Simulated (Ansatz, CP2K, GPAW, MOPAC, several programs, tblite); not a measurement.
## Cl (Cmce) from semi-empirical methods to plane-wave DFT

Cl (Cmce) from a database structure, relaxed with r2SCAN+rVV10 in Ansatz, was computed with several methods. It is orthorhombic, Cmce (No. 64); a = 6.250 Å, b = 4.014 Å, c = 8.147 Å in the conventional setting, 25.55 Å³ an atom. Cl has 1 Cl at 2.02 Å. (Simulation; spin polarisation is off.)

```cif
data_structure
_symmetry_space_group_name_H-M 'Cmce'
_symmetry_Int_Tables_number 64
_cell_length_a 6.2505
_cell_length_b 4.0145
_cell_length_c 8.1466
_cell_angle_alpha 90.000
_cell_angle_beta 90.000
_cell_angle_gamma 90.000
_cell_volume 204.42
loop_
_atom_site_label
_atom_site_type_symbol
_atom_site_symmetry_multiplicity
_atom_site_Wyckoff_symbol
_atom_site_fract_x
_atom_site_fract_y
_atom_site_fract_z
_atom_site_occupancy
Cl1 Cl 8 f 0.50000 0.62436 0.60748 1
```

Gaps and times are for a single point on this cell; volume and bulk modulus come from each method's own relaxation or energy curve at fixed shape, which is too stiff where a cell has free coordinates or axes. Times are rough, from shared hosts (Arm Neoverse V1), and each method has its own mesh and cell size. A double dagger marks a value from a curve with shape and coordinates held. PM6 (MOPAC), PM7 (MOPAC), GFN1-xTB (tblite), GFN2-xTB (tblite) treat a cluster of cells at its zone centre, which samples few k points: where these miss a band edge, the gap comes out too large for that reason alone. Gaps from k meshes are read at a limited set of points (mesh, symmetry points, PBE's band edges), so each method's own least gap may be somewhat smaller. xTB and the PM methods were fitted mostly to molecules, and can miss a solid's gap by electronvolts. Minimal bases can be far off for gaps. Curves at held shape can't give the bulk modulus of a layered or molecular crystal, so none is listed. GLLB-SC's gap includes the derivative discontinuity. d marks a direct gap, i an indirect one (no mark: not told apart), a dash a value that wasn't computed or didn't pass its checks.

```json
{"method": "light PBE (260 eV and a coarse mesh)", "kind": "light plane-wave", "gap (eV)": "2.20 d", "own volume (Å³/atom)": "27.25‡", "bulk modulus (GPa)": "–", "atoms computed": "4", "processor time": "1.3 s"}
{"method": "GFN1-xTB (tblite)", "kind": "tight binding", "gap (eV)": "2.97", "own volume (Å³/atom)": "24.92‡", "bulk modulus (GPa)": "–", "atoms computed": "48", "processor time": "1.4 s"}
{"method": "GFN2-xTB (tblite)", "kind": "tight binding", "gap (eV)": "3.04", "own volume (Å³/atom)": "24.87‡", "bulk modulus (GPa)": "–", "atoms computed": "48", "processor time": "2.9 s"}
{"method": "PBE/single zeta (GPAW)", "kind": "small basis", "gap (eV)": "2.03 d", "own volume (Å³/atom)": "–", "bulk modulus (GPa)": "–", "atoms computed": "4", "processor time": "3.4 s"}
{"method": "PBE/SZV (CP2K)", "kind": "small basis", "gap (eV)": "2.13 d", "own volume (Å³/atom)": "–", "bulk modulus (GPa)": "–", "atoms computed": "4", "processor time": "3.8 s"}
{"method": "PBE/DZVP (CP2K)", "kind": "small basis", "gap (eV)": "2.09 d", "own volume (Å³/atom)": "27.21‡", "bulk modulus (GPa)": "–", "atoms computed": "4", "processor time": "7.1 s"}
{"method": "PM7 (MOPAC)", "kind": "semi-empirical", "gap (eV)": "8.66", "own volume (Å³/atom)": "23.93‡", "bulk modulus (GPa)": "–", "atoms computed": "48", "processor time": "7.4 s"}
{"method": "PBE", "kind": "semilocal", "gap (eV)": "2.20 d", "own volume (Å³/atom)": "–", "bulk modulus (GPa)": "–", "atoms computed": "4", "processor time": "7.4 s"}
{"method": "PM6 (MOPAC)", "kind": "semi-empirical", "gap (eV)": "7.98", "own volume (Å³/atom)": "–", "bulk modulus (GPa)": "–", "atoms computed": "48", "processor time": "8.7 s"}
{"method": "r2SCAN", "kind": "semilocal", "gap (eV)": "2.57 d", "own volume (Å³/atom)": "–", "bulk modulus (GPa)": "–", "atoms computed": "4", "processor time": "20 s"}
{"method": "GLLB-SC (GPAW)", "kind": "model potential", "gap (eV)": "4.06", "own volume (Å³/atom)": "–", "bulk modulus (GPa)": "–", "atoms computed": "4", "processor time": "35 s"}
```

Against r2SCAN (2.57 eV) and with closed or daggered gaps left aside, the nearest gap at the points sampled is that of PBE (-0.37 eV) and the farthest that of PM7 (MOPAC) (+6.09 eV). r2SCAN is only a yardstick of convenience: semilocal gaps usually lie below measured ones, which GLLB-SC and hybrids aim to mend.
